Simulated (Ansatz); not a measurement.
From input file to script: C₂H₅NOSi, SMILES CO[SiH2]C#N in Ansatz 0.2.0.

```yaml
crystal:
  periodic: [false, false, false]
  atoms:
    - { symbol: C, position_ang: [-1.2344, 0.4879, -0.7503] }
    - { symbol: O, position_ang: [-0.0032, 1.0283, -0.419] }
    - { symbol: Si, position_ang: [0.8704, 0.1921, 0.6951] }
    - { symbol: C, position_ang: [1.4153, -1.5578, 0.1974] }
    - { symbol: "N", position_ang: [1.5941, -2.666, -0.1319] }
    - { symbol: H, position_ang: [-1.9406, 0.5016, 0.1121] }
    - { symbol: H, position_ang: [-1.7058, 1.2246, -1.4794] }
    - { symbol: H, position_ang: [-1.1745, -0.4349, -1.2444] }
    - { symbol: H, position_ang: [2.1374, 0.995, 1.0253] }
    - { symbol: H, position_ang: [0.1246, 0.178, 1.998] }
basis:
  gaussian: { orbitals: cc-pVDZ }
hamiltonian:
  xc: lc_wpbe
```

Launched from the shell:
```console
$ ansatz run input.yaml --threads 1 --pin off --max-ram 4096MiB --backend cpu --events-out ev --progress --plain --runs-dir out
Engine: ansatz 0.2.0, aarch64-unknown-linux-gnu
Functional definition: LC-wPBE
  parameter omega = 0.4/bohr
  exchange = pbe_x_sr(omega) + exact_x_lr(omega)
  correlation = pbe_c
1221 factors; their error is unknown
373 factors; integrals over basis functions are off by at most 2.1e-5 eV
mean field evaluation 1: about -13559.1306 eV, gradient 4.7e1 eV
mean field evaluation 2: about -13557.4688 eV, gradient 5.8e1 eV
mean field evaluation 4: about -13563.6771 eV, gradient 3.3e0 eV
mean field evaluation 8: about -13563.7016 eV, gradient 4.0e-2 eV
mean field evaluation 16: about -13563.6624 eV, gradient 2.7e-5 eV
mean field -13563.66241411 eV, -498.4553999379 hartree, gradient 2.7e-5 eV, S^2 0.000000; 0 other end points of the search recorded, 0 dependent functions left out
reference -13563.66241411 eV, -498.4553999381 hartree; 23, 23 occupied and 76, 76 virtual orbitals, 1221 factors
Total energy: -13563.66241411 eV, -498.4553999381 hartree
```

`energy_c2h5nosi.py`:
```python
# -*- coding: utf-8 -*-
"""Electronic structure of the C2H5NOSi molecule."""

import argparse
import sys

import ansatz as az

parser = argparse.ArgumentParser(description="Electronic structure of the C2H5NOSi molecule.")
parser.add_argument("--basis-set", required=True, help="basis")
parser.add_argument("--functional", required=True, help="exchange-correlation functional")
args = parser.parse_args()

GEOMETRY = """
C    -1.23440    0.48790   -0.75030
O    -0.00320    1.02830   -0.41900
Si    0.87040    0.19210    0.69510
C     1.41530   -1.55780    0.19740
N     1.59410   -2.66600   -0.13190
H    -1.94060    0.50160    0.11210
H    -1.70580    1.22460   -1.47940
H    -1.17450   -0.43490   -1.24440
H     2.13740    0.99500    1.02530
H     0.12460    0.17800    1.99800
"""

geometry = az.Crystal.molecule()
for line in GEOMETRY.strip().splitlines():
    symbol, *xyz = line.split()
    geometry = geometry.atom(symbol, [float(v) for v in xyz])

job = geometry.calculation().basis(gaussian=args.basis_set).functional(args.functional)
try:
    rep = job.run(threads=1).report
except az.AnsatzError as error:
    sys.exit(f"{type(error).__name__}: {error}")

print("reference energy %16.6f eV" % rep["reference_energy_ev"])
print("total energy     %16.6f eV" % rep["free_energy_ev"])
print("occupied (up, down):", rep["n_occupied"], " virtual:", rep["n_virtual"], " frozen:", rep["n_frozen"])
```

```console
$ python energy_c2h5nosi.py --basis-set cc-pVDZ --functional LC-wPBE
reference energy    -13563.662414 eV
total energy        -13563.662414 eV
occupied (up, down): [23, 23]  virtual: [76, 76]  frozen: 0
```

Reading the output:
- Total energies depend on the basis set; only differences at equal settings carry meaning.
- The geometry is a force-field or estimated start, not a minimum of this method, and the basis set is short of its limit.
- Hardware and time: 3 s on 1 thread of Arm Neoverse V2 (shared host), peak memory 0.23 GiB.

(A comment or docstring line of the script was reworded after the run, the code is as it ran; lines on the test bed's own set-up are left out of the output.)
